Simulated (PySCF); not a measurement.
# FeCl₂: quintet, from a linear start

Where does quintet FeCl₂ go from a linear start, is the end point a minimum, and what are its modes, charges and moments?

Computed with PySCF 2.14.0. Level: B3LYP, basis Fe def2-TZVP, Cl def2-TZVP, no relativity, density fitting.

## (1) Where the work starts

3 atoms, charge 0, spin multiplicity 5.

Bond lengths: Fe1–Cl2 2.150 Å, Fe1–Cl3 2.150 Å. Angles: Cl2–Fe1–Cl3 180.0°.

Z-matrix (Å, degrees; charge 0 multiplicity 5):
```
Fe
Cl 1 2.1500
Cl 1 2.1500 2 180.00
```

## (2) The SCF at the typed geometry

One driver script runs all steps and calls PySCF; scf.py shows how it sets up the SCF of each step. The optimiser is the driver's own. After this first run the driver tries any further starts and a stability analysis.

The input, scf.py:

```python
from pyscf import gto, scf, dft
mol = gto.M(atom='''
Fe     0.000000     0.000000     0.000000
Cl     0.000000     0.000000     2.150000
Cl     0.000000     0.000000    -2.150000''',
    basis={'Fe': 'def2-TZVP', 'Cl': 'def2-TZVP'},
    charge=0, spin=4)
mf = dft.UKS(mol, xc='B3LYP')
mf.grids.atom_grid = (50, 194)
aux = {'Fe': 'def2-universal-JKFIT', 'Cl': 'def2-universal-JKFIT'}
mf = mf.density_fit(auxbasis=aux)
mf.conv_tol = 1e-08
mf.diis_space = 10
mf.max_cycle = 60
mf.init_guess = 'minao'
mf.verbose = 4
mf.kernel()
```

Command:

```console
> OMP_NUM_THREADS=4 python axn.py task.json out
```

The program printed:

```text
[... the frontier levels of the middle cycles are left out ...]
init E= -2183.23614336688
[... the frontier-level lines of each cycle are left out ...]
cycle= 1 E= -2171.07120189465  delta_E= 12.2  |g|= 4.62  |ddm|= 12.1
cycle= 2 E= -2110.6115672809  delta_E= 60.5  |g|= 13.5  |ddm|= 15.4
cycle= 3 E= -2157.51337492646  delta_E= -46.9  |g|= 9.69  |ddm|= 6.64
cycle= 4 E= -2163.59776862167  delta_E= -6.08  |g|= 8.51  |ddm|= 1.32
cycle= 5 E= -2172.05999816545  delta_E= -8.46  |g|= 6.73  |ddm|= 2.93
cycle= 6 E= -2172.73379762592  delta_E= -0.674  |g|= 6.37  |ddm|= 0.442
cycle= 7 E= -2176.98635954571  delta_E= -4.25  |g|= 5.08  |ddm|= 1.63
cycle= 8 E= -2179.26391160299  delta_E= -2.28  |g|= 4.21  |ddm|= 0.502
cycle= 9 E= -2178.81636832673  delta_E= 0.448  |g|= 4.39  |ddm|= 0.12
cycle= 10 E= -2182.72256917548  delta_E= -3.91  |g|= 2.54  |ddm|= 1.11
cycle= 11 E= -2183.03877549746  delta_E= -0.316  |g|= 2.03  |ddm|= 0.453
cycle= 12 E= -2176.68643203458  delta_E= 6.35  |g|= 4.25  |ddm|= 9.34
cycle= 13 E= -2184.18542644991  delta_E= -7.5  |g|= 0.545  |ddm|= 9.25
cycle= 14 E= -2184.30640563997  delta_E= -0.121  |g|= 0.262  |ddm|= 0.327
[... 3 cycles left out ...]
cycle= 18 E= -2184.32827094975  delta_E= -5.38e-05  |g|= 0.00269  |ddm|= 0.0117
cycle= 19 E= -2184.32836136499  delta_E= -9.04e-05  |g|= 0.00233  |ddm|= 0.0278
cycle= 20 E= -2184.32841354653  delta_E= -5.22e-05  |g|= 0.000856  |ddm|= 0.0326
cycle= 21 E= -2184.32841748954  delta_E= -3.94e-06  |g|= 0.000133  |ddm|= 0.0096
cycle= 22 E= -2184.32841762268  delta_E= -1.33e-07  |g|= 6.14e-05  |ddm|= 0.00189
cycle= 23 E= -2184.32841764214  delta_E= -1.95e-08  |g|= 4.69e-05  |ddm|= 0.000195
cycle= 24 E= -2184.32841765805  delta_E= -1.59e-08  |g|= 4.62e-05  |ddm|= 0.000161
cycle= 25 E= -2184.32841771592  delta_E= -5.79e-08  |g|= 4.55e-05  |ddm|= 0.000589
cycle= 26 E= -2184.32841835341  delta_E= -6.37e-07  |g|= 3.9e-05  |ddm|= 0.00768
cycle= 27 E= -2184.32841874943  delta_E= -3.96e-07  |g|= 3.91e-05  |ddm|= 0.00711
cycle= 28 E= -2184.32841879628  delta_E= -4.69e-08  |g|= 3.16e-05  |ddm|= 0.00116
cycle= 29 E= -2184.3284189768  delta_E= -1.81e-07  |g|= 2.57e-05  |ddm|= 0.00741
cycle= 30 E= -2184.32841899147  delta_E= -1.47e-08  |g|= 1.56e-05  |ddm|= 0.00253
cycle= 31 E= -2184.32841899168  delta_E= -2.13e-10  |g|= 5.61e-06  |ddm|= 0.000133
Extra cycle  E= -2184.32841899168  delta_E= 3.64e-12  |g|= 9.06e-06  |ddm|= 5.62e-06
converged SCF energy = -2184.32841899168  <S^2> = 6.0113994  2S+1 = 5.0045577
```

This step, with its further starts and checks, took 18 s on 4 threads of Arm Neoverse V2, shared host.

Energies from each starting density:

| start | energy (Eh) |
| --- | --- |
| the minimal-basis guess | -2184.328419 |
| a thermally smeared density | -2184.328351 |
| a smeared PBE density | -2184.328321 |

The test of internal stability and the other starts found no lower solution of this spin.

## (3) Linear start, quintet: relaxation

The program finds D∞h symmetry in the start, which this walk keeps. The walk stops when the largest gradient is under 0.0003 Eh/bohr and the energy has settled too.

scf.py, as its differences from that of step 2:

```diff
@@ -15 +14,0 @@
-mf.init_guess = 'minao'
```

The optimiser's trace:

| step | energy (Eh) | change (kJ/mol) | largest symmetric gradient (Eh/bohr) |
| --- | --- | --- | --- |
| 0 | -2184.328419 | 0.00 | 0.00118 |
| 1 | -2184.328427 | -0.02 | 0.00042 |
| 2 | -2184.328428 | -0.02 | 0.00000 |

The walk took 4.7 s.

End point (D∞h, 2 steps, 0.0 kJ/mol gained): Fe–Cl 2.146 Å (×2); Cl–Fe–Cl 180.0°.

## (4) Vibrations and properties at this point

On the finer grid the gradient is checked again; gradients at displacements of ±0.02 bohr then give force constants and infrared intensities.

scf.py, as its differences from that of step 3:

```diff
@@ -4,2 +4,2 @@
-Cl     0.000000     0.000000     2.150000
-Cl     0.000000     0.000000    -2.150000''',
+Cl     0.000000     0.000000     2.145928
+Cl     0.000000    -0.000000    -2.145928''',
@@ -9 +9 @@
-mf.grids.atom_grid = (50, 194)
+mf.grids.atom_grid = (75, 302)
@@ -12 +12 @@
-mf.conv_tol = 1e-08
+mf.conv_tol = 1e-10
```

The driver hands on the density of the step before, so the log starts near convergence.

Log of the central SCF (cycles and frontier levels):

```text
init E= -2184.3283837246
[... the frontier-level lines of each cycle are left out ...]
cycle= 1 E= -2184.32838372461  delta_E= -1.36e-12  |g|= 2.69e-06  |ddm|= 1.65e-06
Extra cycle  E= -2184.32838372459  delta_E= 1.18e-11  |g|= 7.11e-06  |ddm|= 4.06e-06
converged SCF energy = -2184.32838372459  <S^2> = 6.011398  2S+1 = 5.0045571
```

The whole step took 21 s.

Geometry: D∞h; Fe–Cl 2.146 Å (×2); Cl–Fe–Cl 180.0°.

Modes, for the most abundant isotopes:

```csv
ω (cm⁻¹),IR (km/mol)
81,16.6
81,16.6
343,0.0
489,159
```

All wavenumbers are real: a minimum.

The SCF density has lower symmetry than the nuclear frame, so the modes carry no labels; pairs that should be degenerate can split.

Properties at this point:

```yaml
Dipole_moment: 0.00 D
Highest_occupied_level: -8.08 eV
Lowest_empty_level: -4.27 eV
Rotational_constants: 0.05234 cm⁻¹
Zero-point_energy: 5.9 kJ/mol
Principal_polarisabilities: 32.1, 32.1, 78.5 bohr³
Atomisation_energy_without_zero-point_energy: 782 kJ/mol
Principal_traceless_quadrupole_moments_about_the_centre_of_mass: -11.51, 5.76, 5.76 D Å
Entropy_at_298.15_K_and_1_bar_electronic_part_spin_only: 294.2 J/(mol K)
Heat_capacity_Cp_at_298.15_K: 57.5 J/(mol K)
Enthalpy_at_298.15_K_above_0_K: 14.31 kJ/mol
Rotational_symmetry_number: 2
Spin_squared_⟨S²⟩: 6.011
```

Charges (e) and bond orders:

```csv
atom,Mulliken,Löwdin,polar tensor,spin (Mulliken),Mayer order to Fe1
Fe1,0.76,0.01,1.24,3.76,–
"Cl2,3",-0.38,0.00,-0.62,0.12,1.06
```

Mulliken populations on Fe1: s 6.47, p 12.33, d 6.45, f 0.00.

## (5) What came out

```
                                          quantity                                value
                                           minimum                         quintet, D∞h
                                          geometry  Fe–Cl 2.146 Å (×2); Cl–Fe–Cl 180.0°
                                wavenumbers (cm⁻¹)                     81, 81, 343, 489
                                     dipole moment                               0.00 D
highest occupied, lowest empty level (either spin)                      -8.08, -4.27 eV
                        polar-tensor charge of Fe1                              +1.24 e
                                 zero-point energy                           5.9 kJ/mol
                               entropy at 298.15 K                      294.2 J/(mol K)
         atomisation energy (no zero-point energy)                           782 kJ/mol
                                              ⟨S²⟩                                6.011
```

**Reading.** The linear start keeps its D∞h symmetry and ends in a minimum. The strongest infrared band lies at 489 cm⁻¹ (stretch). The dipole vanishes although Fe1 carries +1.2 e by the polar tensor: the bond dipoles cancel. Most of the spin sits on Fe1 (Mulliken spin 3.76, against 4 for the whole molecule). Only this shape and spin were tried, so other structures or states may lie lower. The SCF density has lower symmetry than the nuclear frame. One determinant may miss the lowest occupation of an open d or f shell.

The search up to here took 43 s.
